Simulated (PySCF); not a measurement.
# C2H5AlBrN: core binding energies at several levels of theory, part 2 of 3

PySCF 2.14.0. Atoms count from 0. The steps go on from the part before.

### Step 5. X-ray photoelectron lines: PBE, X2C

The job: settings as JSON, then the geometry in Å.

```
{"job": {"kind": "xps", "xc": "PBE"}, "charge": 0, "multiplicity": 1}
C      2.624930     0.149717    -0.480905
C      1.556401     0.079721     0.107669
Al    -0.145051    -0.016391     1.017245
N     -1.376778     0.125761    -0.601453
Br    -0.777764    -2.135257     1.667759
H      3.572036     0.203348    -0.988723
H     -0.618711     1.172149     1.954917
H     -1.251954     0.997019    -1.120655
H     -1.172013    -0.646262    -1.239808
H     -2.360969     0.048964    -0.337808
```

With the program's defaults for keys left out, this is: delta-SCF UKS PBE, pcX-2 on the ionised atom, pcseg-1 elsewhere, spin-free X2C.

What it wrote:

```text
ground state, core basis on atom 0 (C), 143 functions
  cycle   1  E = -2974.77444232  |g| = 5.59e-01
  cycle   2  E = -2974.67184298  |g| = 8.17e-01
  cycle   3  E = -2974.84219224  |g| = 2.87e-01
  cycle   4  E = -2974.86318061  |g| = 6.72e-02
  cycle   5  E = -2974.86437843  |g| = 1.85e-02
  cycle   6  E = -2974.86447604  |g| = 5.14e-03
  cycle   7  E = -2974.86448167  |g| = 1.47e-03
  cycle   8  E = -2974.86448297  |g| = 3.15e-04
  E(ground) = -2974.86871948 Eh
hole in C 1s of atom 0
  cycle   1  E = -2963.66492890  |g| = 1.52e+00
  cycle   2  E = -2956.48353790  |g| = 3.01e+00
  cycle   3  E = -2963.59147588  |g| = 9.51e-01
  cycle   4  E = -2963.79931755  |g| = 9.52e-01
  cycle   5  E = -2964.13634302  |g| = 4.25e-01
  cycle   6  E = -2964.23135773  |g| = 7.58e-02
  cycle   7  E = -2964.23388615  |g| = 4.75e-02
  cycle   8  E = -2964.23555862  |g| = 1.33e-02
  cycle   9  E = -2964.23564716  |g| = 4.51e-03
  cycle  10  E = -2964.23566032  |g| = 1.66e-03
  cycle  11  E = -2964.23566499  |g| = 6.93e-04
  cycle  12  E = -2964.23566459  |g| = 2.49e-04
  E(ion) = -2964.23987546 Eh   <S^2> = 0.7819   hole on atom = 1.000   binding energy = 289.226 eV
ground state, core basis on atom 1 (C), 143 functions
  cycle   1  E = -2974.86530029  |g| = 7.72e-02
  cycle   2  E = -2974.86299246  |g| = 9.78e-02
  cycle   3  E = -2974.86358926  |g| = 8.55e-02
  cycle   4  E = -2974.86551069  |g| = 7.95e-03
  cycle   5  E = -2974.86552727  |g| = 3.93e-04
  E(ground) = -2974.86968922 Eh
hole in C 1s of atom 1
  cycle   1  E = -2963.68466949  |g| = 1.52e+00
  cycle   2  E = -2957.29346521  |g| = 2.78e+00
  cycle   3  E = -2963.17958251  |g| = 1.16e+00
  cycle   4  E = -2964.04741688  |g| = 6.45e-01
  cycle   5  E = -2964.12730407  |g| = 4.96e-01
  cycle   6  E = -2964.24466144  |g| = 8.62e-02
  cycle   7  E = -2964.25126437  |g| = 2.04e-02
  cycle   8  E = -2964.25149926  |g| = 9.99e-03
  cycle   9  E = -2964.25157273  |g| = 3.89e-03
  cycle  10  E = -2964.25158296  |g| = 1.54e-03
  cycle  11  E = -2964.25158704  |g| = 8.82e-04
  cycle  12  E = -2964.25159111  |g| = 4.67e-04
  E(ion) = -2964.25569793 Eh   <S^2> = 0.7851   hole on atom = 1.000   binding energy = 288.821 eV
ground state, core basis on atom 2 (Al), 154 functions
  cycle   1  E = -2974.90711533  |g| = 2.28e-01
  cycle   2  E = -2974.90703186  |g| = 4.70e-02
  cycle   3  E = -2974.90616167  |g| = 7.02e-02
  cycle   4  E = -2974.90693985  |g| = 4.01e-02
  cycle   5  E = -2974.90735488  |g| = 4.63e-03
  cycle   6  E = -2974.90736370  |g| = 6.40e-04
  cycle   7  E = -2974.90736526  |g| = 1.90e-04
  E(ground) = -2974.91125741 Eh
hole in Al 1s of atom 2
  cycle   1  E = -2916.40592601  |g| = 4.05e+00
  cycle   2  E = -2915.69429778  |g| = 2.50e+00
  cycle   3  E = -2915.95037348  |g| = 1.49e+00
  cycle   4  E = -2916.99960094  |g| = 8.84e-01
  cycle   5  E = -2917.34409461  |g| = 4.02e-01
  cycle   6  E = -2917.43548407  |g| = 8.44e-02
  cycle   7  E = -2917.43915228  |g| = 4.34e-02
  cycle   8  E = -2917.44021247  |g| = 8.21e-03
  cycle   9  E = -2917.44024791  |g| = 2.57e-03
  cycle  10  E = -2917.44024971  |g| = 1.20e-03
  cycle  11  E = -2917.44024959  |g| = 2.69e-04
  E(ion) = -2917.44415544 Eh   <S^2> = 0.7514   hole on atom = 1.000   binding energy = 1563.759 eV
hole in Al 2p of atom 2
  cycle   1  E = -2971.69164142  |g| = 1.10e+00
  cycle   2  E = -2971.06230694  |g| = 1.40e+00
  cycle   3  E = -2971.59498310  |g| = 8.10e-01
  cycle   4  E = -2971.92869386  |g| = 3.09e-01
  cycle   5  E = -2971.96992368  |g| = 1.27e-01
  cycle   6  E = -2971.97934337  |g| = 2.72e-02
  cycle   7  E = -2971.97975829  |g| = 9.33e-03
  cycle   8  E = -2971.97980010  |g| = 1.39e-03
  cycle   9  E = -2971.97980503  |g| = 7.09e-04
  cycle  10  E = -2971.97980261  |g| = 1.84e-04
  E(ion) = -2971.98372885 Eh   <S^2> = 0.7514   hole on atom = 1.003   binding energy = 79.662 eV
  2p3/2 = 79.597 eV   2p1/2 = 80.035 eV
ground state, core basis on atom 3 (N), 143 functions
  cycle   1  E = -2974.87234339  |g| = 9.26e-02
  cycle   2  E = -2974.87195841  |g| = 4.75e-02
  cycle   3  E = -2974.87111326  |g| = 7.40e-02
  cycle   4  E = -2974.87229071  |g| = 2.89e-02
  cycle   5  E = -2974.87250930  |g| = 1.73e-03
  cycle   6  E = -2974.87251030  |g| = 3.81e-04
  E(ground) = -2974.87673196 Eh
hole in N 1s of atom 3
  cycle   1  E = -2959.23706977  |g| = 1.87e+00
  cycle   2  E = -2949.86761556  |g| = 3.65e+00
  cycle   3  E = -2959.46996061  |g| = 7.61e-01
  cycle   4  E = -2959.74543120  |g| = 5.11e-01
  cycle   5  E = -2959.84436169  |g| = 3.45e-01
  cycle   6  E = -2959.89508540  |g| = 1.87e-01
  cycle   7  E = -2959.91285037  |g| = 2.77e-02
  cycle   8  E = -2959.91329931  |g| = 8.48e-03
  cycle   9  E = -2959.91334196  |g| = 3.22e-03
  cycle  10  E = -2959.91334953  |g| = 6.82e-04
  cycle  11  E = -2959.91335025  |g| = 1.12e-04
  E(ion) = -2959.91779791 Eh   <S^2> = 0.7587   hole on atom = 1.000   binding energy = 407.053 eV
```

It took 21 s on 1 thread of Arm Neoverse V1, shared host; peak memory 0.48 GiB.

Binding energies by hole, beside the orbital energy of the ground state; the difference holds orbital relaxation and, for a density functional, its self-interaction error:

| hole | stands for | environment | ΔSCF (eV; 2p as the shell's mean) | −ε (eV) | ⟨S²⟩ |
| --- | --- | --- | --- | --- | --- |
| C1s on C0 | C0 | terminal alkyne carbon | 289.23 | 268.9 | 0.782 |
| C1s on C1 | C1 | alkyne carbon | 288.82 | 268.4 | 0.785 |
| Al1s on Al2 | Al2 | aluminium bonded to C, Br, N, H | 1563.76 | 1509.4 | 0.751 |
| Al2p on Al2 | Al2 | aluminium bonded to C, Br, N, H | 79.74 | 68.6 | 0.751 |
| N1s on N3 | N3 | donor nitrogen of a Lewis adduct | 407.05 | 383.0 | 0.759 |

With the spin-orbit splitting: Al2 2p3/2 79.60, 2p1/2 80.04 eV. The table gives each 2p level as the mean over the whole 2p shell (two parts 2p3/2, one part 2p1/2), which differs a little from the single hole in the log.

### Step 6. Core-electron binding energies: HF, X2C

Settings changed since step 5:

```diff
@@ -1,2 +1,2 @@
-{"job": {"kind": "xps", "xc": "PBE"}, "charge": 0, "multiplicity": 1}
+{"job": {"kind": "xps", "xc": "HF"}, "charge": 0, "multiplicity": 1}
 C      2.624930     0.149717    -0.480905
```

Method: delta-SCF UKS HF, pcX-2 on the ionised atom, pcseg-1 elsewhere, spin-free X2C.

What it wrote:

```text
ground state, core basis on atom 0 (C), 143 functions
  cycle   1  E = -2972.33323245  |g| = 4.12e-01
  cycle   2  E = -2972.39443974  |g| = 1.51e-01
  cycle   3  E = -2972.40045511  |g| = 5.55e-02
  cycle   4  E = -2972.40140368  |g| = 1.68e-02
  cycle   5  E = -2972.40148140  |g| = 4.71e-03
  cycle   6  E = -2972.40148949  |g| = 1.50e-03
  cycle   7  E = -2972.40149046  |g| = 4.69e-04
  E(ground) = -2972.40149046 Eh
hole in C 1s of atom 0
  cycle   1  E = -2961.17048323  |g| = 1.49e+00
  cycle   2  E = -2961.40958972  |g| = 9.69e-01
  cycle   3  E = -2961.71962647  |g| = 2.10e-01
  cycle   4  E = -2961.73919700  |g| = 5.35e-02
  cycle   5  E = -2961.74156902  |g| = 2.75e-02
  cycle   6  E = -2961.74404607  |g| = 2.48e-02
  cycle   7  E = -2961.74801346  |g| = 2.17e-02
  cycle   8  E = -2961.75352350  |g| = 1.51e-02
  cycle   9  E = -2961.75356980  |g| = 4.99e-03
  cycle  10  E = -2961.75365863  |g| = 1.80e-03
  cycle  11  E = -2961.75366581  |g| = 1.08e-03
  cycle  12  E = -2961.75367070  |g| = 1.71e-04
  E(ion) = -2961.75367070 Eh   <S^2> = 1.2150   hole on atom = 1.000   binding energy = 289.742 eV
ground state, core basis on atom 1 (C), 143 functions
  cycle   1  E = -2972.40365729  |g| = 2.74e-02
  cycle   2  E = -2972.40374132  |g| = 8.84e-03
  cycle   3  E = -2972.40375488  |g| = 5.59e-03
  cycle   4  E = -2972.40376250  |g| = 2.99e-04
  E(ground) = -2972.40376250 Eh
hole in C 1s of atom 1
  cycle   1  E = -2961.20046918  |g| = 1.49e+00
  cycle   2  E = -2961.41021175  |g| = 9.87e-01
  cycle   3  E = -2961.73933136  |g| = 2.32e-01
  cycle   4  E = -2961.76248077  |g| = 4.94e-02
  cycle   5  E = -2961.76466321  |g| = 2.67e-02
  cycle   6  E = -2961.76694766  |g| = 2.51e-02
  cycle   7  E = -2961.77043056  |g| = 2.33e-02
  cycle   8  E = -2961.77778239  |g| = 1.57e-02
  cycle   9  E = -2961.77835167  |g| = 3.63e-03
  cycle  10  E = -2961.77828493  |g| = 4.11e-03
  cycle  11  E = -2961.77835454  |g| = 1.88e-03
  cycle  12  E = -2961.77836344  |g| = 1.04e-03
  cycle  13  E = -2961.77836753  |g| = 4.83e-04
  E(ion) = -2961.77836753 Eh   <S^2> = 1.2698   hole on atom = 1.000   binding energy = 289.132 eV
ground state, core basis on atom 2 (Al), 154 functions
  cycle   1  E = -2972.44701190  |g| = 6.43e-02
  cycle   2  E = -2972.44724124  |g| = 7.11e-03
  cycle   3  E = -2972.44725327  |g| = 2.93e-03
  cycle   4  E = -2972.44725551  |g| = 9.47e-04
  cycle   5  E = -2972.44725582  |g| = 3.49e-04
  E(ground) = -2972.44725582 Eh
hole in Al 1s of atom 2
  cycle   1  E = -2913.84722463  |g| = 3.96e+00
  cycle   2  E = -2914.72262620  |g| = 9.87e-01
  cycle   3  E = -2914.83007795  |g| = 1.51e-01
  cycle   4  E = -2914.83830804  |g| = 7.97e-02
  cycle   5  E = -2914.84164616  |g| = 1.01e-02
  cycle   6  E = -2914.84171781  |g| = 3.54e-03
  cycle   7  E = -2914.84173594  |g| = 1.37e-03
  cycle   8  E = -2914.84174110  |g| = 7.18e-04
  cycle   9  E = -2914.84174295  |g| = 4.68e-04
  E(ion) = -2914.84174295 Eh   <S^2> = 0.7540   hole on atom = 1.000   binding energy = 1567.526 eV
hole in Al 2p of atom 2
  cycle   1  E = -2969.24334179  |g| = 1.07e+00
  cycle   2  E = -2969.47170866  |g| = 3.98e-01
  cycle   3  E = -2969.51260071  |g| = 9.47e-02
  cycle   4  E = -2969.51671611  |g| = 3.28e-02
  cycle   5  E = -2969.51735170  |g| = 7.82e-03
  cycle   6  E = -2969.51741848  |g| = 3.71e-03
  cycle   7  E = -2969.51744892  |g| = 1.74e-03
  cycle   8  E = -2969.51745824  |g| = 9.01e-04
  cycle   9  E = -2969.51746100  |g| = 6.74e-04
  cycle  10  E = -2969.51746274  |g| = 6.09e-04
  cycle  11  E = -2969.51746457  |g| = 5.83e-04
  cycle  12  E = -2969.51746806  |g| = 5.48e-04
  cycle  13  E = -2969.51747838  |g| = 4.36e-04
  E(ion) = -2969.51747838 Eh   <S^2> = 0.7592   hole on atom = 1.003   binding energy = 79.723 eV
  2p3/2 = 79.616 eV   2p1/2 = 80.018 eV
ground state, core basis on atom 3 (N), 143 functions
  cycle   1  E = -2972.40980221  |g| = 2.95e-02
  cycle   2  E = -2972.40989194  |g| = 5.19e-03
  cycle   3  E = -2972.40989764  |g| = 2.95e-03
  cycle   4  E = -2972.40989965  |g| = 5.03e-04
  cycle   5  E = -2972.40989975  |g| = 2.46e-04
  E(ground) = -2972.40989975 Eh
hole in N 1s of atom 3
  cycle   1  E = -2956.74713973  |g| = 1.83e+00
  cycle   2  E = -2957.18068827  |g| = 9.48e-01
  cycle   3  E = -2957.41360852  |g| = 1.04e-01
  cycle   4  E = -2957.41728995  |g| = 2.67e-02
  cycle   5  E = -2957.41775183  |g| = 1.67e-02
  cycle   6  E = -2957.41807777  |g| = 7.31e-03
  cycle   7  E = -2957.41817199  |g| = 2.08e-03
  cycle   8  E = -2957.41817855  |g| = 6.74e-04
  cycle   9  E = -2957.41817917  |g| = 2.15e-04
  E(ion) = -2957.41817917 Eh   <S^2> = 0.7754   hole on atom = 1.000   binding energy = 407.945 eV
```

Run time: 33 s. Hardware: 1 thread of Arm Neoverse V1, shared host; peak memory 0.57 GiB.

The holes in one table. −ε is the ground-state orbital energy:

| hole | stands for | environment | ΔSCF (eV; 2p as the shell's mean) | −ε (eV) | ⟨S²⟩ |
| --- | --- | --- | --- | --- | --- |
| C1s on C0 | C0 | terminal alkyne carbon | 289.74 (doubtful) | 305.6 | 1.215 |
| C1s on C1 | C1 | alkyne carbon | 289.13 (doubtful) | 304.9 | 1.270 |
| Al1s on Al2 | Al2 | aluminium bonded to C, Br, N, H | 1567.53 | 1594.6 | 0.754 |
| Al2p on Al2 | Al2 | aluminium bonded to C, Br, N, H | 79.75 | 87.2 | 0.759 |
| N1s on N3 | N3 | donor nitrogen of a Lewis adduct | 407.95 | 426.2 | 0.775 |

Doubtful: the ion did not converge, its hole moved, or its ⟨S²⟩ is well above 0.75.

With the spin-orbit splitting: Al2 2p3/2 79.62, 2p1/2 80.02 eV. The table gives each 2p level as the mean over the whole 2p shell (two parts 2p3/2, one part 2p1/2), which differs a little from the single hole in the log.

### Step 7. Core holes by ΔSCF: SCAN, X2C

Settings changed since step 6:

```diff
@@ -1,2 +1,2 @@
-{"job": {"kind": "xps", "xc": "HF"}, "charge": 0, "multiplicity": 1}
+{"job": {"kind": "xps", "basis": "pcX-1"}, "charge": 0, "multiplicity": 1}
 C      2.624930     0.149717    -0.480905
```

Level: delta-SCF UKS SCAN, pcX-1 on the ionised atom, pcseg-1 elsewhere, spin-free X2C.

What it wrote:

```text
ground state, core basis on atom 0 (C), 122 functions
  cycle   1  E = -2975.35403762  |g| = 5.29e-01
  cycle   2  E = -2975.30294598  |g| = 6.71e-01
  cycle   3  E = -2975.40875296  |g| = 2.99e-01
  cycle   4  E = -2975.43329000  |g| = 4.16e-02
  cycle   5  E = -2975.43374881  |g| = 1.29e-02
  cycle   6  E = -2975.43378450  |g| = 4.73e-03
  cycle   7  E = -2975.43378875  |g| = 1.42e-03
  cycle   8  E = -2975.43379058  |g| = 2.40e-04
  E(ground) = -2975.61796031 Eh
hole in C 1s of atom 0
  cycle   1  E = -2964.20080622  |g| = 1.50e+00
  cycle   2  E = -2958.92333185  |g| = 2.53e+00
  cycle   3  E = -2964.08089778  |g| = 9.76e-01
  cycle   4  E = -2964.47769590  |g| = 7.53e-01
  cycle   5  E = -2964.72962068  |g| = 2.97e-01
  cycle   6  E = -2964.76895166  |g| = 6.60e-02
  cycle   7  E = -2964.77238787  |g| = 2.21e-02
  cycle   8  E = -2964.77293345  |g| = 1.15e-02
  cycle   9  E = -2964.77315420  |g| = 7.73e-03
  cycle  10  E = -2964.77326213  |g| = 4.94e-03
  cycle  11  E = -2964.77331777  |g| = 2.34e-03
  cycle  12  E = -2964.77332389  |g| = 8.69e-04
  cycle  13  E = -2964.77332359  |g| = 2.75e-04
  E(ion) = -2964.95616917 Eh   <S^2> = 0.8479   hole on atom = 1.000   binding energy = 290.122 eV
ground state, core basis on atom 1 (C), 122 functions
  cycle   1  E = -2975.43172857  |g| = 6.82e-02
  cycle   2  E = -2975.42277010  |g| = 1.93e-01
  cycle   3  E = -2975.43281558  |g| = 9.21e-03
  cycle   4  E = -2975.43283803  |g| = 3.70e-03
  cycle   5  E = -2975.43284410  |g| = 7.54e-04
  cycle   6  E = -2975.43284255  |g| = 2.53e-04
  E(ground) = -2975.61671590 Eh
hole in C 1s of atom 1
  cycle   1  E = -2964.22043392  |g| = 1.50e+00
  cycle   2  E = -2958.32870965  |g| = 2.56e+00
  cycle   3  E = -2963.79965234  |g| = 1.12e+00
  cycle   4  E = -2964.63062610  |g| = 5.44e-01
  cycle   5  E = -2964.68974772  |g| = 4.31e-01
  cycle   6  E = -2964.78662417  |g| = 4.03e-02
  cycle   7  E = -2964.78824000  |g| = 1.77e-02
  cycle   8  E = -2964.78869514  |g| = 1.13e-02
  cycle   9  E = -2964.78904464  |g| = 8.11e-03
  cycle  10  E = -2964.78921664  |g| = 4.51e-03
  cycle  11  E = -2964.78925377  |g| = 2.36e-03
  cycle  12  E = -2964.78926413  |g| = 8.75e-04
  cycle  13  E = -2964.78926464  |g| = 2.40e-04
  E(ion) = -2964.97222155 Eh   <S^2> = 0.8655   hole on atom = 1.000   binding energy = 289.651 eV
ground state, core basis on atom 2 (Al), 134 functions
  cycle   1  E = -2975.50821565  |g| = 1.59e-01
  cycle   2  E = -2975.50514611  |g| = 1.19e-01
  cycle   3  E = -2975.50139192  |g| = 1.63e-01
  cycle   4  E = -2975.50880145  |g| = 1.30e-02
  cycle   5  E = -2975.50882915  |g| = 2.46e-03
  cycle   6  E = -2975.50882788  |g| = 3.72e-04
  E(ground) = -2975.65536440 Eh
hole in Al 1s of atom 2
  cycle   1  E = -2916.91666736  |g| = 3.97e+00
  cycle   2  E = -2916.80631069  |g| = 2.10e+00
  cycle   3  E = -2916.95016860  |g| = 1.22e+00
  cycle   4  E = -2917.68705831  |g| = 6.46e-01
  cycle   5  E = -2917.88534730  |g| = 2.51e-01
  cycle   6  E = -2917.92341259  |g| = 4.50e-02
  cycle   7  E = -2917.92453312  |g| = 2.01e-02
  cycle   8  E = -2917.92476587  |g| = 5.06e-03
  cycle   9  E = -2917.92478004  |g| = 1.21e-03
  cycle  10  E = -2917.92478133  |g| = 6.38e-04
  cycle  11  E = -2917.92477954  |g| = 1.71e-04
  E(ion) = -2918.07409830 Eh   <S^2> = 0.7519   hole on atom = 1.000   binding energy = 1566.866 eV
hole in Al 2p of atom 2
  cycle   1  E = -2972.26117170  |g| = 1.08e+00
  cycle   2  E = -2971.94765355  |g| = 1.14e+00
  cycle   3  E = -2972.26492862  |g| = 6.86e-01
  cycle   4  E = -2972.52099825  |g| = 2.10e-01
  cycle   5  E = -2972.54095846  |g| = 8.68e-02
  cycle   6  E = -2972.54549911  |g| = 1.63e-02
  cycle   7  E = -2972.54563330  |g| = 7.90e-03
  cycle   8  E = -2972.54566235  |g| = 1.87e-03
  cycle   9  E = -2972.54566385  |g| = 4.54e-04
  E(ion) = -2972.69900342 Eh   <S^2> = 0.7515   hole on atom = 1.004   binding energy = 80.447 eV
  2p3/2 = 80.438 eV   2p1/2 = 80.909 eV
ground state, core basis on atom 3 (N), 122 functions
  cycle   1  E = -2975.43243353  |g| = 3.94e-02
  cycle   2  E = -2975.43196183  |g| = 5.74e-02
  cycle   3  E = -2975.43261244  |g| = 1.95e-02
  cycle   4  E = -2975.43268787  |g| = 1.04e-02
  cycle   5  E = -2975.43271494  |g| = 1.23e-03
  cycle   6  E = -2975.43271692  |g| = 2.30e-04
  E(ground) = -2975.61436053 Eh
hole in N 1s of atom 3
  cycle   1  E = -2959.76077537  |g| = 1.85e+00
  cycle   2  E = -2951.10847652  |g| = 3.43e+00
  cycle   3  E = -2960.03452234  |g| = 7.36e-01
  cycle   4  E = -2960.34093640  |g| = 3.84e-01
  cycle   5  E = -2960.38520814  |g| = 2.90e-01
  cycle   6  E = -2960.42167779  |g| = 1.53e-01
  cycle   7  E = -2960.43427670  |g| = 1.94e-02
  cycle   8  E = -2960.43450333  |g| = 4.82e-03
  cycle   9  E = -2960.43451740  |g| = 2.25e-03
  cycle  10  E = -2960.43451857  |g| = 1.08e-03
  cycle  11  E = -2960.43452167  |g| = 1.89e-04
  E(ion) = -2960.61639878 Eh   <S^2> = 0.7639   hole on atom = 1.000   binding energy = 408.115 eV
```

Wall time 27 s (1 thread of Arm Neoverse V1, shared host); peak memory 0.48 GiB.

Binding energies by hole, beside the orbital energy of the ground state; the difference holds orbital relaxation and, for a density functional, its self-interaction error:

| hole | stands for | environment | ΔSCF (eV; 2p as the shell's mean) | −ε (eV) | ⟨S²⟩ |
| --- | --- | --- | --- | --- | --- |
| C1s on C0 | C0 | terminal alkyne carbon | 290.12 | 273.3 | 0.848 |
| C1s on C1 | C1 | alkyne carbon | 289.65 (doubtful) | 272.7 | 0.865 |
| Al1s on Al2 | Al2 | aluminium bonded to C, Br, N, H | 1566.87 | 1518.3 | 0.752 |
| Al2p on Al2 | Al2 | aluminium bonded to C, Br, N, H | 80.60 | 70.8 | 0.752 |
| N1s on N3 | N3 | donor nitrogen of a Lewis adduct | 408.12 | 388.3 | 0.764 |

Doubtful: the ion did not converge, its hole moved, or its ⟨S²⟩ is well above 0.75. Rows just under that mark are hardly safer.

With the spin-orbit splitting: Al2 2p3/2 80.44, 2p1/2 80.91 eV. The table gives each 2p level as the mean over the whole 2p shell (two parts 2p3/2, one part 2p1/2), which differs a little from the single hole in the log.

(Continued in part 3 of 3.)
